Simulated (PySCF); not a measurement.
# C7H16Si: the cost of one run

The runs use PySCF 2.14.0, with density-fitted response routines of our own; the level of theory stands in each step. All values are computed, except where a source is named. Atoms count from 0, in the outputs and in this text.

## Step 1: Starting geometry

24 atoms, charge 0, multiplicity 1; geometry from: GFN2-xTB. The atoms were then displaced at random by about 0.01 Å, so the start is not that level's minimum.

Bonds of the start (Å): C0–C1 1.53, C1–C2 1.54, C1–Si3 1.94, Si3–C4 1.88, C4–C5 1.54, C5–C6 1.53, C6–C7 1.53, C6–Si3 1.90, C0–H8 1.06, C0–H9 1.12, C0–H10 1.07, C1–H11 1.11, C2–H12 1.09, C2–H13 1.07, C2–H14 1.08, Si3–H15 1.46, C4–H16 1.07, C4–H17 1.11, C5–H18 1.09, C5–H19 1.07, C6–H20 1.09, C7–H21 1.07, C7–H22 1.08, C7–H23 1.10.

## Step 2: Geometry optimisation at PBE0-D3(BJ)/def2-SVP

The job: settings as JSON, then the geometry in Å.

```
{"job": {"xc": "PBE0", "basis": "def2-SVP", "d3": "d3bj", "grid": 1, "shake": 0.01, "kind": "geom"}, "charge": 0, "multiplicity": 1}
C     -2.392920    -0.976840     0.912170
C     -1.509820     0.081520     0.253810
C     -2.267060     0.805810    -0.872630
Si     0.117800    -0.730730    -0.407510
C      1.381450    -1.375660     0.832580
C      2.480980    -0.557310     0.126710
C      1.635460     0.352050    -0.768700
C      1.588870     1.795390    -0.270780
H     -2.721230    -1.693280     0.198820
H     -3.313230    -0.482160     1.317390
H     -1.910840    -1.462600     1.730830
H     -1.240500     0.829680     1.024620
H     -1.652060     1.590640    -1.317560
H     -2.545610     0.111040    -1.640340
H     -3.158910     1.265230    -0.484410
H     -0.238600    -1.671800    -1.471400
H      1.581630    -2.426260     0.877620
H      1.225360    -1.026800     1.873210
H      3.129050    -0.015660     0.811540
H      3.087030    -1.209520    -0.469180
H      1.961530     0.362000    -1.811100
H      2.566390     2.232430    -0.330390
H      1.250010     1.833840     0.748710
H      0.880920     2.388590    -0.869810
```

Run with:

```bash
OMP_NUM_THREADS=1 python probes_run.py task.json out
```

This one command runs all jobs of the session in turn.

**Question.** How long does this first job take on 1 thread of AMD EPYC 9R45, shared host, and how much memory does it need?

About 94 s, with a peak of 0.85 GiB.
